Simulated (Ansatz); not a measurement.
# LaFeSi: the cost of one run

Computed with Ansatz 0.2.0 (DFT LDA, scalar-relativistic, plane waves, PAW, unless a step's input says otherwise).

## Step 1: The starting structure

Symmetry: P4/nmm, No. 129, tetragonal system. The conventional cell has a = 4.011 Å, b = 4.011 Å, c = 6.943 Å, α = 90.00°, β = 90.00°, γ = 90.00°. La (site symmetry 4mm) has 4 Fe at 2.96 Å and 5 Si at 3.04 to 3.27 Å as nearest neighbours. Around Fe (site symmetry -4m2) lie 4 Si at 2.28 Å. Around Si (site symmetry 4mm) lie 4 Fe at 2.28 Å and 5 La at 3.04 to 3.27 Å.

As a file:

```cif
data_structure
_symmetry_space_group_name_H-M 'P 1'
_symmetry_Int_Tables_number 1
_cell_length_a 4.0110
_cell_length_b 4.0110
_cell_length_c 6.9434
_cell_angle_alpha 90.000
_cell_angle_beta 90.000
_cell_angle_gamma 90.000
_cell_volume 111.70
loop_
_atom_site_label
_atom_site_type_symbol
_atom_site_fract_x
_atom_site_fract_y
_atom_site_fract_z
_atom_site_occupancy
La1 La 0.50000 0.00000 0.68567 1
La2 La 0.00000 0.50000 0.31433 1
Fe1 Fe 0.00000 0.00000 0.00000 1
Fe2 Fe 0.50000 0.50000 0.00000 1
Si1 Si 0.50000 0.00000 0.15665 1
Si2 Si 0.00000 0.50000 0.84335 1
```

## Step 2: A single point with the electronic structure

input.yaml reads:

```yaml
crystal:
  lattice:
    - [4.0109660953, 0.0, 0.0]
    - [0.0, 4.0109660953, 0.0]
    - [0.0, 0.0, 6.9433995172]
  atoms:
    - { symbol: La, position: [0.5, 0.0, 0.685667369] }
    - { symbol: La, position: [0.0, 0.5, 0.314332631] }
    - { symbol: Fe, position: [0.0, 0.0, 0.0] }
    - { symbol: Fe, position: [0.5, 0.5, 0.0] }
    - { symbol: Si, position: [0.5, 0.0, 0.1566519935] }
    - { symbol: Si, position: [0.0, 0.5, 0.8433480065] }
basis:
  ecutwfc: 420
  ecutrho_ratio: 4
kpoints:
  mp_grid: { grid: [10, 10, 6] }
  band_path:
    path:
      - [[0.0, 0.0, 0.0], [0.0, 0.5, 0.0], [0.5, 0.5, 0.0], [0.0, 0.0, 0.0], [0.0, 0.0, 0.5], [0.0, 0.5, 0.5], [0.5, 0.5, 0.5], [0.0, 0.0, 0.5]]
      - [[0.0, 0.5, 0.0], [0.0, 0.5, 0.5]]
      - [[0.5, 0.5, 0.0], [0.5, 0.5, 0.5]]
    npoints: 14
hamiltonian:
  xc: lda
scf:
  occupations: { method: gaussian, width: 0.05 }
  n_extra_bands: 26
output:
  forces: true
  stress: true
  eigenvalues: true
  populations: true
  hubbard: { sites: [{ species: La, l: f }] }
  dos: { projected: true, de: 0.02, nscf_kmesh: { grid: [15, 15, 9] } }
  bader: true
```

Command:

```console
$ ansatz run input.yaml --threads 4 --pin off --max-ram 10240MiB --backend cpu --events-out ev --progress --plain --runs-dir out
```

What time and memory should one allow on 4 threads of Intel Xeon at 2.70GHz, shared host?

About 37 s, with a peak of 1 GiB.
